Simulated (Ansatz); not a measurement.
# C₂H₇AlFN: one species, many methods

One table from this session's results is given with a row withheld; the runs are named, their logs left out.

Method: functionals in def2-TZVPP, the program's frozen cores in correlated methods; program: Ansatz 0.2.0, Gaussian basis.

Levels to be run: LDA (SPW92), PBE-D4, revPBE-D4, BLYP-D4, r2SCAN-D4, B97M-V, PBE0-D4, B3LYP-D4, r2SCANh-D4, r2SCAN0-D4, HSE06-D4, BHLYP-D4, CAM-B3LYP-D4, LC-ωPBE, ωB97X-V, ωB97M-V, B2PLYP, PBE-QIDH; CCSD(T)/def2-SVP; CCSD(T)/def2-TZVPP; MP2/def2-QZVPP; extrapolation to the limit; RPA on PBE.

## The geometry

An earlier PBE0-D4 in a triple-zeta def2 set relaxation fixed the geometry.

SMILES `C[CH2][Al]([NH2])[F]`, 12 atoms, charge 0, spin multiplicity 1.

Atoms are counted from 1 here; the program's logs count them from 0.

Bond lengths: C1–C2 1.529 Å, C1–H6 1.094 Å, C1–H7 1.094 Å, C1–H8 1.094 Å, C2–Al3 1.947 Å, C2–H9 1.097 Å, C2–H10 1.097 Å, Al3–N4 1.762 Å, Al3–F5 1.656 Å, N4–H11 1.007 Å, N4–H12 1.007 Å. Angles: C2–C1–H6 112.0°, C2–C1–H7 111.7°, C2–C1–H8 111.7°, H6–C1–H7 107.1°, H6–C1–H8 107.1°, H7–C1–H8 107.0°, C1–C2–Al3 115.0°, C1–C2–H9 110.3°, C1–C2–H10 110.3°, Al3–C2–H9 108.0°, Al3–C2–H10 108.1°, H9–C2–H10 104.6°, C2–Al3–N4 123.1°, C2–Al3–F5 120.4°, N4–Al3–F5 116.5°, Al3–N4–H11 125.1°, Al3–N4–H12 124.5°, H11–N4–H12 110.4°.

Set-up of the first run:

Contents of in.yaml:

```yaml
crystal:
  periodic: [false, false, false]
  atoms:
    - {symbol: C, position_ang: [-0.605000, 0.715757, 1.318204]}
    - {symbol: C, position_ang: [0.529189, 0.985185, 0.328302]}
    - {symbol: Al, position_ang: [0.722460, -0.342383, -1.082101]}
    - {symbol: N, position_ang: [-0.319475, -1.755809, -1.223376]}
    - {symbol: F, position_ang: [1.907054, -0.181243, -2.227693]}
    - {symbol: H, position_ang: [-0.668970, 1.490004, 2.088371]}
    - {symbol: H, position_ang: [-0.473886, -0.239568, 1.833921]}
    - {symbol: H, position_ang: [-1.577432, 0.678401, 0.819426]}
    - {symbol: H, position_ang: [1.486828, 1.060486, 0.857631]}
    - {symbol: H, position_ang: [0.397430, 1.966253, -0.144001]}
    - {symbol: H, position_ang: [-0.245762, -2.459627, -1.939532]}
    - {symbol: H, position_ang: [-1.075335, -1.972555, -0.595052]}
basis:
  gaussian: {orbitals: def2-TZVPP}
hamiltonian: {xc: lda}
output: {orbitals: {seedname: orbitals}}
```

Started as:

```console
ansatz run in.yaml --threads 4 --pin off --events-out ev --progress --plain --max-ram 10444MiB
```

Among the steps run: LDA; PBE-D4 (GGA); revPBE-D4 (GGA); BLYP-D4 (GGA); r2SCAN-D4 (meta-GGA); B97M-V (meta-GGA); PBE0-D4 (hybrid); B3LYP-D4 (hybrid); r2SCANh-D4 (hybrid); r2SCAN0-D4 (hybrid); HSE06-D4 (hybrid); BHLYP-D4 (hybrid); CAM-B3LYP-D4 (range-separated); LC-ωPBE (range-separated); ωB97X-V (range-separated); ωB97M-V (range-separated); B2PLYP (double hybrid); PBE-QIDH (double hybrid).

One table of the session follows, with a row left open; its other results are not shown here.

It belongs to the step «Orbital energies across the functionals». 

| functional | HOMO (eV) | gap (eV) |
| --- | --- | --- |
| LDA (SPW92) | -6.31 | 5.31 |
| PBE-D4 | -6.12 | 5.30 |
| revPBE-D4 | -6.04 | 5.35 |
| BLYP-D4 | -5.99 | 5.20 |
| r2SCAN-D4 | -6.42 | 6.13 |
| B97M-V | -6.45 | 5.76 |
| PBE0-D4 | -7.53 | 7.53 |
| B3LYP-D4 | -7.29 | 6.97 |
| r2SCANh-D4 | -6.95 | 6.91 |
| r2SCAN0-D4 | -7.75 | 8.07 |
| HSE06-D4 | ? | ? |
| BHLYP-D4 | -8.87 | 9.50 |
| CAM-B3LYP-D4 | -9.01 | 9.80 |
| LC-ωPBE | -10.46 | 12.54 |
| ωB97X-V | -10.05 | 11.90 |
| ωB97M-V | -9.95 | 11.40 |

Estimate the missing values for HSE06-D4.

The run gave: HOMO (eV): -7.12; gap (eV): 6.75. In the column «HOMO (eV)» it lies between B3LYP-D4 (-7.29) and r2SCANh-D4 (-6.95).
